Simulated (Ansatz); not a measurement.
# C₂H₄F₂Si: basis-set convergence

The task here is to estimate one member of a computed series from the others.

Program: Ansatz 0.2.0, Gaussian basis. Level of theory: one geometry, several basis sets. These are calculated values, not measurements.

Levels to be run: PBE0-D4/def2-SVP; ωB97M-V/def2-SVP; PBE0-D4/def2-QZVPP; ωB97M-V/def2-QZVPP; the functionals' def2-TZVPP values are taken from earlier runs.

## The relaxed structure

All runs share one geometry, relaxed beforehand with PBE0-D4 in a triple-zeta def2 set.

SMILES `F[C@H]1C[Si@@H]1F`, 9 atoms, charge 0, spin multiplicity 1.

Atoms are counted from 1 here; the program's logs count them from 0.

Bond lengths: F1–C2 1.371 Å, C2–C3 1.547 Å, C2–Si4 1.838 Å, C2–H6 1.089 Å, C3–Si4 1.833 Å, C3–H7 1.085 Å, C3–H8 1.090 Å, Si4–F5 1.592 Å, Si4–H9 1.472 Å. Angles: F1–C2–C3 116.6°, F1–C2–Si4 125.7°, F1–C2–H6 110.6°, C3–C2–Si4 64.9°, C3–C2–H6 113.1°, Si4–C2–H6 117.7°, C2–C3–Si4 65.3°, C2–C3–H7 117.6°, C2–C3–H8 112.8°, Si4–C3–H7 129.2°, Si4–C3–H8 111.1°, H7–C3–H8 112.4°, C2–Si4–C3 49.8°, C2–Si4–F5 119.7°, C2–Si4–H9 123.3°, C3–Si4–F5 122.2°, C3–Si4–H9 119.6°, F5–Si4–H9 110.3°.

The first run:

Input file in.yaml:

```yaml
crystal:
  periodic: [false, false, false]
  atoms:
    - {symbol: F, position_ang: [0.013453, -0.639234, 1.981705]}
    - {symbol: C, position_ang: [0.039515, 0.225004, 0.917746]}
    - {symbol: C, position_ang: [0.904922, -0.195364, -0.293774]}
    - {symbol: Si, position_ang: [-0.879067, 0.010090, -0.659974]}
    - {symbol: F, position_ang: [-1.447960, 1.287962, -1.421180]}
    - {symbol: H, position_ang: [0.238591, 1.241747, 1.253693]}
    - {symbol: H, position_ang: [1.737861, 0.445802, -0.562794]}
    - {symbol: H, position_ang: [1.182462, -1.249298, -0.270163]}
    - {symbol: H, position_ang: [-1.701175, -1.172908, -0.962559]}
basis:
  gaussian: {orbitals: def2-SVP}
hamiltonian: {xc: pbe0, dispersion: d4}
output: {orbitals: {seedname: orbitals}}
```

Started as:

```console
$ ansatz run in.yaml --threads 2 --pin off --events-out ev --progress --plain --max-ram 4352MiB
```

Steps of the session up to this table: PBE0-D4 in def2-SVP; ωB97M-V in def2-SVP; PBE0-D4 in def2-QZVPP; ωB97M-V in def2-QZVPP.

One of the session's tables, all rows but one given; the rest of the session is left out.

It belongs to the step «Functionals by basis». 

| functional | basis | HOMO (eV) | LUMO (eV) |
| --- | --- | --- | --- |
| PBE0-D4 | def2-SVP | -7.28 | 0.46 |
| PBE0-D4 | def2-TZVPP | -7.36 | 0.03 |
| PBE0-D4 | def2-QZVPP | ? | ? |
| ωB97M-V | def2-SVP | -9.48 | 2.50 |
| ωB97M-V | def2-TZVPP | -9.58 | 1.85 |
| ωB97M-V | def2-QZVPP | -9.61 | 1.49 |

Estimate the missing values for PBE0-D4, def2-QZVPP.

**Answer.** HOMO (eV): -7.39; LUMO (eV): -0.09. In the column «HOMO (eV)» it lies between ωB97M-V, def2-SVP (-9.48) and PBE0-D4, def2-TZVPP (-7.36).
